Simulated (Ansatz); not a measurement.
# C3H9Cl3InP: the cost of one run

Method: one geometry, several basis sets; program: Ansatz 0.2.0, Gaussian basis.

Levels to be run: PBE0-D4/def2-SVP; ωB97M-V/def2-SVP; PBE0-D4/def2-QZVPP; ωB97M-V/def2-QZVPP; the functionals' def2-TZVPP values are taken from earlier runs.

## 1. The geometry

All runs share one geometry, relaxed beforehand with PBE0-D4 in a triple-zeta def2 set. In takes the def2 core potential; no spin-orbit term is included.

SMILES `C[P+](C)(C)[In-]([Cl])([Cl])[Cl]`, 17 atoms, charge 0, spin multiplicity 1.

Atoms are counted from 1 here; the program's logs count them from 0.

Bond lengths: C1–P2 1.808 Å, C1–H9 1.092 Å, C1–H10 1.091 Å, C1–H11 1.091 Å, P2–C3 1.808 Å, P2–C4 1.808 Å, P2–In5 2.583 Å, C3–H12 1.091 Å, C3–H13 1.092 Å, C3–H14 1.091 Å, C4–H15 1.091 Å, C4–H16 1.092 Å, C4–H17 1.091 Å, In5–Cl6 2.346 Å, In5–Cl7 2.346 Å, In5–Cl8 2.346 Å. Angles: P2–C1–H9 111.3°, P2–C1–H10 108.9°, P2–C1–H11 108.9°, H9–C1–H10 109.6°, H9–C1–H11 109.6°, H10–C1–H11 108.3°, C1–P2–C3 106.7°, C1–P2–C4 106.7°, C1–P2–In5 112.2°, C3–P2–C4 106.7°, C3–P2–In5 112.1°, C4–P2–In5 112.2°, P2–C3–H12 109.0°, P2–C3–H13 111.3°, P2–C3–H14 108.9°, H12–C3–H13 109.6°, H12–C3–H14 108.3°, H13–C3–H14 109.6° and more.

## 2. PBE0-D4 in def2-SVP

The input, in.yaml:

```yaml
crystal:
  periodic: [false, false, false]
  atoms:
    - {symbol: C, position_ang: [1.072196, 1.036156, -1.122450]}
    - {symbol: P, position_ang: [0.082472, -0.070512, -0.089797]}
    - {symbol: C, position_ang: [1.245522, -1.157303, 0.768575]}
    - {symbol: C, position_ang: [-0.870193, -1.116768, -1.216019]}
    - {symbol: In, position_ang: [-1.431905, 1.224928, 1.553067]}
    - {symbol: Cl, position_ang: [0.161236, 2.398779, 2.813727]}
    - {symbol: Cl, position_ang: [-2.729515, 2.498497, 0.070147]}
    - {symbol: Cl, position_ang: [-2.530308, -0.537395, 2.645283]}
    - {symbol: H, position_ang: [1.707623, 0.474700, -1.810714]}
    - {symbol: H, position_ang: [0.402220, 1.685586, -1.688628]}
    - {symbol: H, position_ang: [1.692573, 1.661683, -0.478209]}
    - {symbol: H, position_ang: [0.683495, -1.867839, 1.377232]}
    - {symbol: H, position_ang: [1.878000, -1.699203, 0.062130]}
    - {symbol: H, position_ang: [1.868953, -0.555419, 1.432146]}
    - {symbol: H, position_ang: [-1.454335, -1.828284, -0.629672]}
    - {symbol: H, position_ang: [-0.216708, -1.657314, -1.904193]}
    - {symbol: H, position_ang: [-1.561337, -0.490280, -1.782623]}
basis:
  gaussian: {orbitals: def2-SVP}
hamiltonian: {xc: pbe0, dispersion: d4}
output: {orbitals: {seedname: orbitals}}
```

Launch:

```console
$ ansatz run in.yaml --threads 4 --pin off --events-out ev --progress --plain --max-ram 46080MiB --backend cpu
```

What time and memory should one allow on 4 threads of AMD EPYC 7R13, shared host?

About 4.9 s, with a peak of 0.75 GiB.
